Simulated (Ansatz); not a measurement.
# NH₄+ with HBr: structure and interaction energy

How do NH₄+ and HBr sit together, how strongly do they interact, and which methods get it right?

Computed with Ansatz 0.2.0, Gaussian basis. Level: PBE0-D4 structure, single points in def2-TZVPPD.

Levels: PBE-D4, revPBE-D4, BLYP-D4, r2SCAN-D4, B97M-V, PBE0-D4, B3LYP-D4, HSE06-D4, wB97X-V, wB97M-V, B2PLYP, Hartree-Fock, MP2, CCSD, CCSD(T). The reference is CCSD(T) extrapolated to the basis limit. For elements past Ar these valence bases correlate outer-core shells poorly and lack relativity, so that limit is rough.

Correlated methods freeze the cores. Filled d shells of the heavier atoms are correlated. B3LYP uses VWN-RPA correlation. B2PLYP carries no dispersion term here.

176 further runs of the same task are left out: 176 set aside as unsound or not needed.

## 1. Starting geometry

The pair, from a GFN2-xTB docking trial: 7 atoms, charge 1, spin multiplicity 1.

Atoms are counted from 1 here; the program's logs count them from 0.

Bond lengths: N1–H2 1.028 Å, N1–H3 1.028 Å, N1–H4 1.034 Å, N1–H5 1.027 Å, Br6–H7 1.378 Å. Angles: H2–N1–H3 110.1°, H2–N1–H4 108.4°, H2–N1–H5 109.5°, H3–N1–H4 110.5°, H3–N1–H5 110.0°, H4–N1–H5 108.3°.

Coordinates:

```xyz
7
charge 1, multiplicity 1
N     0.0296    0.0357   -1.1779
H    -0.9766   -0.1504   -1.2762
H     0.5447   -0.3843   -1.9617
H     0.3494   -0.3636   -0.2794
H     0.1900    1.0498   -1.1559
Br    0.0117   -0.1265    2.2418
H    -0.1487   -0.0607    3.6093
```

Atoms 1 to 5 are fragment A (NH₄+), the rest fragment B (HBr).

## 2. A first relaxation in a small basis

The input, pre/in.yaml:

```yaml
crystal:
  periodic: [false, false, false]
  atoms:
    - {symbol: N, position_ang: [0.029600, 0.035700, -1.177900]}
    - {symbol: H, position_ang: [-0.976600, -0.150400, -1.276200]}
    - {symbol: H, position_ang: [0.544700, -0.384300, -1.961700]}
    - {symbol: H, position_ang: [0.349400, -0.363600, -0.279400]}
    - {symbol: H, position_ang: [0.190000, 1.049800, -1.155900]}
    - {symbol: Br, position_ang: [0.011700, -0.126500, 2.241800]}
    - {symbol: H, position_ang: [-0.148700, -0.060700, 3.609300]}
basis:
  gaussian: {orbitals: def2-SVP}
total_charge: 1
hamiltonian: {xc: pbe, dispersion: d4}
relax: {f_tol: 0.03, max_steps: 250}
```

Started as:

```console
$ ansatz run in.yaml --threads 2 --pin off --events-out ev --progress --plain --max-ram 5222MiB
```

Further steps of the session: Relaxation at PBE0-D4; PBE-D4/def2-TZVPPD; r2SCAN-D4/def2-TZVPPD; PBE0-D4/def2-TZVPPD; B3LYP-D4/def2-TZVPPD; wB97X-V/def2-TZVPPD; wB97M-V/def2-TZVPPD; B2PLYP/def2-TZVPPD; BLYP-D4/def2-TZVPPD; revPBE-D4/def2-TZVPPD; B97M-V/def2-TZVPPD; HSE06-D4/def2-TZVPPD; CCSD(T)/def2-TZVPPD; MP2/def2-QZVPPD; Hartree-Fock/STO-3G; PBE-D4/STO-3G; B3LYP-D4/6-31G; SPW92/def2-SVP; PBE-D4/def2-SVP; PBE0-D4/def2-SVP; wB97M-V/def2-SVP; CCSD(T)/def2-SVP; Vibrations of the pair.

Before running it: what results should come out? Wanted: interaction energy, CCSD(T)/CBS; of it Hartree-Fock; D4 term of PBE0-D4; shortest contact; lowest wavenumber.

The runs gave:

```
                        quantity           value
 interaction energy, CCSD(T)/CBS  -8.84 kcal/mol
of it Hartree-Fock (basis limit)  -5.81 kcal/mol
              D4 term of PBE0-D4  -0.69 kcal/mol
                shortest contact   H4–Br6 2.31 Å
               lowest wavenumber         5i cm⁻¹
```

The pair is bound by 8.84 kcal/mol at fixed fragment shapes. Hartree-Fock gives 66 % of it, so electrostatics and correlation both count. wB97X-V is the best functional here (-0.05 kcal/mol from CCSD(T)/CBS); PBE-D4 is the worst (-1.91 kcal/mol). By rung, the mean size of the error is: GGA 1.60, meta-GGA 0.59, hybrid 1.08, screened hybrid 1.21, range-separated hybrid 0.05, double hybrid 0.32 kcal/mol. PBE-D4 gives an interaction energy 1.91 kcal/mol too low, an error of 22 % of the reference. CCSD(T) moves by -0.65 kcal/mol from triple zeta to the limit; gaps between functionals far smaller than that don't rank them. A lower arrangement may exist.
